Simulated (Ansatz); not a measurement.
**SnH3S− (SMILES [S-][SnH3]): single points off equilibrium**

How do the functionals fare away from a minimum? The structure is a structure displaced at random from a GFN2-xTB minimum.

The runs use Ansatz 0.2.0, Gaussian basis; single points in def2-TZVPPD.

Correlated methods freeze the cores. Filled d shells of the heavier atoms are correlated. Core potentials replace the inner electrons past krypton, and spin-orbit coupling is left out.

### Step 1. Starting geometry

SMILES `[S-][SnH3]`, 5 atoms, charge -1, spin multiplicity 1.

Atoms are counted from 1 here; the program's logs count them from 0.

Bond lengths: S1–Sn2 2.281 Å, Sn2–H3 1.818 Å, Sn2–H4 1.755 Å, Sn2–H5 1.743 Å. Angles: S1–Sn2–H3 118.5°, S1–Sn2–H4 118.5°, S1–Sn2–H5 115.8°, H3–Sn2–H4 101.2°, H3–Sn2–H5 98.7°, H4–Sn2–H5 100.8°.

Coordinates:

```xyz
5

S    -2.0034    0.4470    1.0726
Sn   -0.0292    0.0007    0.0200
H     0.1248    0.4104   -1.7450
H     0.5791   -1.6449    0.0433
H     1.3605    0.8699    0.6138
```

### Step 2. CCSD(T)/def2-TZVPPD

Input file run/in.yaml:

```yaml
crystal:
  periodic: [false, false, false]
  atoms:
    - {symbol: S, position_ang: [-2.003400, 0.447000, 1.072600]}
    - {symbol: Sn, position_ang: [-0.029200, 0.000700, 0.020000]}
    - {symbol: H, position_ang: [0.124800, 0.410400, -1.745000]}
    - {symbol: H, position_ang: [0.579100, -1.644900, 0.043300]}
    - {symbol: H, position_ang: [1.360500, 0.869900, 0.613800]}
basis:
  gaussian: {orbitals: "def2-TZVPPD.json"}
total_charge: -1
correlation: {method: ccsd_t}
output: {forces: true}
```

The basis file named in the input lies beside it (Basis Set Exchange, JSON).

The command line of these runs was not kept.

### Step 3. PBE0-D4/def2-TZVPPD

run/in.yaml, as its differences from that of step 2:

```diff
@@ -11,3 +11,3 @@
 total_charge: -1
-correlation: {method: ccsd_t}
-output: {forces: true}
+hamiltonian: {xc: pbe0, dispersion: d4}
+output: {forces: true, orbitals: {seedname: orbitals}}
```

### Step 4. wB97M-V/def2-TZVPPD

run/in.yaml, as its differences from that of step 3:

```diff
@@ -11,3 +11,3 @@
 total_charge: -1
-hamiltonian: {xc: pbe0, dispersion: d4}
-output: {forces: true, orbitals: {seedname: orbitals}}
+hamiltonian: {xc: {name: wB97M-V}}
+output: {forces: true}
```

### Step 5. r2SCAN-D4/def2-TZVPPD

run/in.yaml, as its differences from that of step 4:

```diff
@@ -11,3 +11,3 @@
 total_charge: -1
-hamiltonian: {xc: {name: wB97M-V}}
+hamiltonian: {xc: r2scan, dispersion: d4}
 output: {forces: true}
```

### Step 6. PBE-D4/def2-TZVPPD

run/in.yaml, as its differences from that of step 5:

```diff
@@ -11,3 +11,3 @@
 total_charge: -1
-hamiltonian: {xc: r2scan, dispersion: d4}
+hamiltonian: {xc: pbe, dispersion: d4}
 output: {forces: true}
```

### Step 7. HSE06-D4/def2-TZVPPD

run/in.yaml, as its differences from that of step 6:

```diff
@@ -11,3 +11,3 @@
 total_charge: -1
-hamiltonian: {xc: pbe, dispersion: d4}
+hamiltonian: {xc: hse06, dispersion: d4}
 output: {forces: true}
```

### Step 8. BHLYP-D4/def2-TZVPPD

run/in.yaml, as its differences from that of step 7:

```diff
@@ -11,3 +11,3 @@
 total_charge: -1
-hamiltonian: {xc: hse06, dispersion: d4}
+hamiltonian: {xc: {name: BHLYP}, dispersion: d4}
 output: {forces: true}
```

(Steps that only read results are left out.)

**Question.** What will these runs give? Wanted: RMS force component; RMS force error; HOMO and LUMO, PBE0-D4; T1 diagnostic.

The runs gave:

| quantity | value |
| --- | --- |
| RMS force component | 0.308 to 0.402 eV/Å over the methods |
| RMS force error | PBE0-D4 0.118, wB97M-V 0.060, r2SCAN-D4 0.115, PBE-D4 0.184, HSE06-D4 0.118, BHLYP-D4 0.053 eV/Å |
| HOMO and LUMO, PBE0-D4 | -1.23 and 3.54 eV |
| T1 diagnostic | 0.014 |

On forces the order runs from BHLYP-D4 to PBE-D4. Frozen-core CCSD(T) forces in triple zeta carry basis errors of their own, and this is one geometry, so small gaps rank nothing.
